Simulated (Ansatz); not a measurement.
# ZrTi2Si2: the cost of one run

Program: Ansatz 0.2.0. Level of theory: DFT PBE, scalar-relativistic, plane waves, PAW. These are calculated values, not measurements.

**1. The system as given**

The structure is hexagonal, space group P6/mmm (No. 191). Conventional cell: a = 4.285 Å, b = 4.285 Å, c = 7.335 Å, α = 90.00°, β = 90.00°, γ = 120.00°. Zr (site symmetry 6/mmm) is surrounded by 2 Si at 2.53 Å. Ti (site symmetry -6m2) has 3 Ti at 2.47 Å and 6 Si at 2.72 Å as nearest neighbours. Si (site symmetry 6mm) has 1 Si at 2.27 Å and 1 Zr at 2.53 Å and 6 Ti at 2.72 Å as nearest neighbours.

As a file:

```cif
data_structure
_symmetry_space_group_name_H-M 'P6/mmm'
_symmetry_Int_Tables_number 191
_cell_length_a 4.2847
_cell_length_b 4.2847
_cell_length_c 7.3352
_cell_angle_alpha 90.000
_cell_angle_beta 90.000
_cell_angle_gamma 120.000
_cell_volume 116.62
loop_
_atom_site_label
_atom_site_type_symbol
_atom_site_symmetry_multiplicity
_atom_site_Wyckoff_symbol
_atom_site_fract_x
_atom_site_fract_y
_atom_site_fract_z
_atom_site_occupancy
Zr1 Zr 1 a 0.00000 0.00000 0.00000 1
Ti1 Ti 2 d 0.33333 0.66667 0.50000 1
Si1 Si 2 e 0.00000 0.00000 0.65504 1
```

It is the end of an earlier relaxation with the same method, from a generated guess; it needn't be the stable form of this composition. At a tolerance of 0.05 Å it has space group P6/mmm (No. 191); it has 23.32 Å³/atom, an uncorrected energy of +0.52 eV/atom over the elements.

**2. Static run: bands, density of states and charges**

The input, input.yaml:

```yaml
crystal:
  lattice:
    - [4.2847134385, 0.0, 0.0]
    - [-2.1423567192, 3.7106706857, 0.0]
    - [0.0, 0.0, 7.3351620705]
  atoms:
    - { symbol: Zr, position: [0.0, 0.0, 0.0] }
    - { symbol: Ti, position: [0.3333333333, 0.6666666667, 0.5] }
    - { symbol: Ti, position: [0.6666666667, 0.3333333333, 0.5] }
    - { symbol: Si, position: [0.0, 0.0, 0.6550358687] }
    - { symbol: Si, position: [0.0, 0.0, 0.3449641313] }
basis:
  ecutwfc: 420
kpoints:
  mp_grid: { grid: [12, 12, 6] }
  band_path:
    path:
      - [[0.0, 0.0, 0.0], [0.5, 0.0, 0.0], [0.33333333, 0.33333333, 0.0], [0.0, 0.0, 0.0], [0.0, 0.0, 0.5], [0.5, 0.0, 0.5], [0.33333333, 0.33333333, 0.5], [0.0, 0.0, 0.5]]
      - [[0.5, 0.0, 0.5], [0.5, 0.0, 0.0]]
      - [[0.33333333, 0.33333333, 0.5], [0.33333333, 0.33333333, 0.0]]
    npoints: 14
hamiltonian:
  xc: pbe
scf:
  occupations: { method: gaussian, width: 0.1 }
  n_extra_bands: 12
output:
  forces: true
  stress: true
  eigenvalues: true
  populations: true
  dos: { projected: true, de: 0.02, nscf_kmesh: { grid: [15, 15, 8] } }
  bader: true
  write_density: true
  write_potential: true
  elf: true
  volumetric_format: npy
```

Run with:

```sh
$ ansatz run input.yaml --threads 1 --pin off --max-ram 2560MiB --backend cpu --events-out ev --progress --plain --runs-dir out
```

**Question.** How long does this run take on 1 thread of Arm Neoverse V1, shared host, and how much memory does it need?

About 99 s, with a peak of 0.61 GiB.
